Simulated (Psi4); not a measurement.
# SnTe (SMILES [Sn][Te]): BP86/def2-QZVPP (density fitting, core potential, sweep point 6)

What is the energy change on altering one bond length of SnTe at BP86/def2-QZVPP (density fitting, core potential, sweep point 6)? 

Program for the calculation: Psi4 1.11.

## 1. Starting point

SnTe: 2 atoms, total charge 0, spin state singlet. SMILES: `[Sn][Te]`. Geometry: a GFN2-xTB relaxation, a rough one for these elements and not checked as a minimum.

Bond lengths: Sn1–Te2 2.537 Å.

## 2. A single-point energy at BP86/def2-QZVPP (density fitting, core potential, sweep point 6)

calc.inp

```
memory 1600 MB

molecule geom {
  0 1
  Sn     0.000000     0.000000     0.000000
  Te     0.000000     0.000000     2.536770
  symmetry c1
}

set {
  puream true
  scf_type df
  dft_radial_points 99
  dft_spherical_points 590
}

energy_value = energy('bp86/def2-QZVPP')
print_variables()
```

Run with:

```bash
$ psi4 -i calc.inp -o calc.out -n 1
```

calc.out:

```text
[...]
    !!!  WARNING: ECP capability is in beta. Please check occupations closely.  !!!
[...]
  Running in c1 symmetry.
[...]
  Nuclear repulsion =  110.142254612660977
[...]
  Multiplicity = 1
[...]
  Nalpha       = 23
  Nbeta        = 23
[...]
    Number of basis functions: 164
[...]
   @DF-RKS iter   1:  -481.45324330081138   -1.43052e+00   9.47067e-03 DIIS/ADIIS
[...]
   @DF-RKS iter  13:  -482.64406467914699   -8.01725e-09   4.17155e-07 DIIS
[...]
    Orbital Energies [Eh]
    ---------------------
    Doubly Occupied:
       1A     -6.026983     2A     -4.914637     3A     -4.198535
       4A     -4.198535     5A     -4.198467     6A     -3.296232
       7A     -3.296232     8A     -3.288884     9A     -1.481924
      10A     -1.480575    11A     -1.480575    12A     -1.480310
      13A     -1.480310    14A     -0.958238    15A     -0.958238
      16A     -0.953657    17A     -0.952514    18A     -0.952514
      19A     -0.558652    20A     -0.399585    21A     -0.226971
      22A     -0.217870    23A     -0.217870
[...]
  @DF-RKS Final Energy:  -482.64406467914699
   => Energetics <=
    Nuclear Repulsion Energy =            110.1422546126609774
    One-Electron Energy =               -1063.8507934064032270
    Two-Electron Energy =                 510.1231320623182910
    DFT Exchange-Correlation Energy =     -39.0586579477229989
    Empirical Dispersion Energy =           0.0000000000000000
    VV10 Nonlocal Energy =                  0.0000000000000000
    Total Energy =                       -482.6440646791469931
[...]
 Multipole Moments:
 ------------------------------------------------------------------------------------
     Multipole            Electronic (a.u.)      Nuclear  (a.u.)        Total (a.u.)
 ------------------------------------------------------------------------------------
 L = 1.  Multiply by 2.5417464519 to convert [e a0] to [Debye]
 Dipole X            :         -0.0000011            0.0000000           -0.0000011
 Dipole Y            :         -0.0000001            0.0000000           -0.0000001
 Dipole Z            :         -1.2495007            0.3783470           -0.8711536
 Magnitude           :                                                    0.8711536
[...]
```

Wall time 12 s (1 thread of AMD EPYC 7B13 (Zen 3), shared host); peak memory 0.74 GiB.

## 3. The distorted shape at the same level

calc.in

```
memory 1.6 GB

molecule system {
  0 1
  Sn     0.000000     0.000000    -0.507330
  Te     0.000000     0.000000     2.536770
  symmetry c1
}

set {
  puream               true
  scf_type             df
  dft_radial_points    99
  dft_spherical_points 590
}

energy("bp86/def2-QZVPP")
```

Run with:

```bash
$ psi4 -i calc.in -o calc.out -n 1
```

calc.out:

```text
[...]
    !!!  WARNING: ECP capability is in beta. Please check occupations closely.  !!!
[...]
  Running in c1 symmetry.
[...]
  Nuclear repulsion =   91.785935821346200
[...]
  Multiplicity = 1
[...]
  Nalpha       = 23
  Nbeta        = 23
[...]
    Number of basis functions: 164
[...]
   @DF-RKS iter   1:  -481.31775739800452   -1.45090e+00   8.95331e-03 ADIIS/DIIS
[...]
   @DF-RKS iter  15:  -482.60783788729424   -4.69290e-08   3.86771e-07 DIIS
[...]
    Orbital Energies [Eh]
    ---------------------
    Doubly Occupied:
       1A     -6.022248     2A     -4.935497     3A     -4.194568
       4A     -4.193118     5A     -4.193118     6A     -3.316605
       7A     -3.316605     8A     -3.310150     9A     -1.475912
      10A     -1.475336    11A     -1.475336    12A     -1.474225
      13A     -1.474224    14A     -0.977967    15A     -0.977966
      16A     -0.972208    17A     -0.972208    18A     -0.970754
      19A     -0.528904    20A     -0.417308    21A     -0.222213
      22A     -0.197293    23A     -0.197293
[...]
  @DF-RKS Final Energy:  -482.60783788729424
   => Energetics <=
    Nuclear Repulsion Energy =             91.7859358213462002
    One-Electron Energy =               -1026.9806186600139881
    Two-Electron Energy =                 491.5521661840238608
    DFT Exchange-Correlation Energy =     -38.9653212326503464
    Empirical Dispersion Energy =           0.0000000000000000
    VV10 Nonlocal Energy =                  0.0000000000000000
    Total Energy =                       -482.6078378872942380
[...]
 Multipole Moments:
 ------------------------------------------------------------------------------------
     Multipole            Electronic (a.u.)      Nuclear  (a.u.)        Total (a.u.)
 ------------------------------------------------------------------------------------
 L = 1.  Multiply by 2.5417464519 to convert [e a0] to [Debye]
 Dipole X            :          0.0000353            0.0000000            0.0000353
 Dipole Y            :         -0.0000614            0.0000000           -0.0000614
 Dipole Z            :         -1.9458550            0.4540129           -1.4918421
 Magnitude           :                                                    1.4918421
[...]
```

It took 12 s on 1 thread of AMD EPYC 7B13 (Zen 3), shared host; peak memory 0.73 GiB.

## 4. Outcome

At BP86/def2-QZVPP (density fitting, core potential, sweep point 6):

```
                                                           quantity          value
                                          first shape: total energy  -482.64406 Eh
                                         first shape: dipole moment         2.21 D
                                           first shape: HOMO energy       -5.93 eV
                                           first shape: LUMO energy       -3.42 eV
                                         first shape: HOMO–LUMO gap        2.51 eV
                                      distorted shape: total energy  -482.60784 Eh
                                     distorted shape: dipole moment         3.79 D
                                       distorted shape: HOMO energy       -5.37 eV
                                       distorted shape: LUMO energy       -4.03 eV
                                     distorted shape: HOMO–LUMO gap        1.33 eV
energy change with the Sn1–Te2 bond stretched from 2.537 to 3.044 Å       0.986 eV
```

What this shows: With the Sn1–Te2 bond stretched from 2.537 to 3.044 Å the energy rises by 0.99 eV (22.7 kcal/mol). The first shape isn't relaxed at this level, so the change isn't measured from a minimum.
